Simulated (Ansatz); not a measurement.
# AlCuGeSe4: the cost of one run

Program: Ansatz 0.2.0. PAW datasets, plane waves, zero pressure. Calculated at 0 K for a non-magnetic cell.

### Step 1. The cell

Space group I-4 (No. 82), tetragonal; a = 5.585 Å, c = 10.764 Å in the conventional setting, 23.98 Å³ an atom. Around Al lie 4 Se at 2.43 Å; around Cu lie 4 Se at 2.44 Å; around Ge lie 4 Se at 2.43 Å; around Se lie 1 Al at 2.43 Å and 1 Ge at 2.43 Å and 1 Cu at 2.44 Å.

Structure file:

```cif
data_structure
_symmetry_space_group_name_H-M 'I-4'
_symmetry_Int_Tables_number 82
_cell_length_a 5.5849
_cell_length_b 5.5849
_cell_length_c 10.7639
_cell_angle_alpha 90.000
_cell_angle_beta 90.000
_cell_angle_gamma 90.000
_cell_volume 335.73
loop_
_atom_site_label
_atom_site_type_symbol
_atom_site_symmetry_multiplicity
_atom_site_Wyckoff_symbol
_atom_site_fract_x
_atom_site_fract_y
_atom_site_fract_z
_atom_site_occupancy
Al1 Al 2 c 0.00000 0.50000 0.25000 1
Cu1 Cu 2 a 0.00000 0.00000 0.00000 1
Ge1 Ge 2 b 0.50000 0.50000 0.00000 1
Se1 Se 8 g 0.73875 0.76225 0.36789 1
```

### Step 2. PBE: cell and atoms

input.yaml reads:

```yaml
crystal:
  lattice:
    - [-2.79243, 2.79243, 5.38195]
    - [2.79243, -2.79243, 5.38195]
    - [2.79243, 2.79243, -5.38195]
  atoms:
    - { symbol: Al, position: [0.75, 0.25, 0.5] }
    - { symbol: Cu, position: [0.0, 0.0, 0.0] }
    - { symbol: Ge, position: [0.5, 0.5, 0.0] }
    - { symbol: Se, position: [0.130144, 0.106638, 0.501] }
    - { symbol: Se, position: [0.605638, 0.629144, 0.499] }
    - { symbol: Se, position: [0.370856, 0.869856, 0.976494] }
    - { symbol: Se, position: [0.893362, 0.394362, 0.023506] }
kpoints:
  mp_grid: { grid: [6, 6, 6] }
hamiltonian:
  xc: pbe
scf:
  occupations: { method: fermi_dirac, width: 0.02 }
relax:
  f_tol: 0.005
  cell: {}
output:
  write_density: true
  write_potential: true
  elf: true
  volumetric_format: npy
```

Command:

```sh
> ansatz run input.yaml --threads 4 --pin off --max-ram 5529MiB --backend cpu --events-out ev --progress --plain --runs-dir out
```

What time and memory should one allow on 4 threads of Intel Xeon Platinum 8375C at 2.90GHz (Ice Lake), shared host?

About 34 s, with a peak of 0.79 GiB.
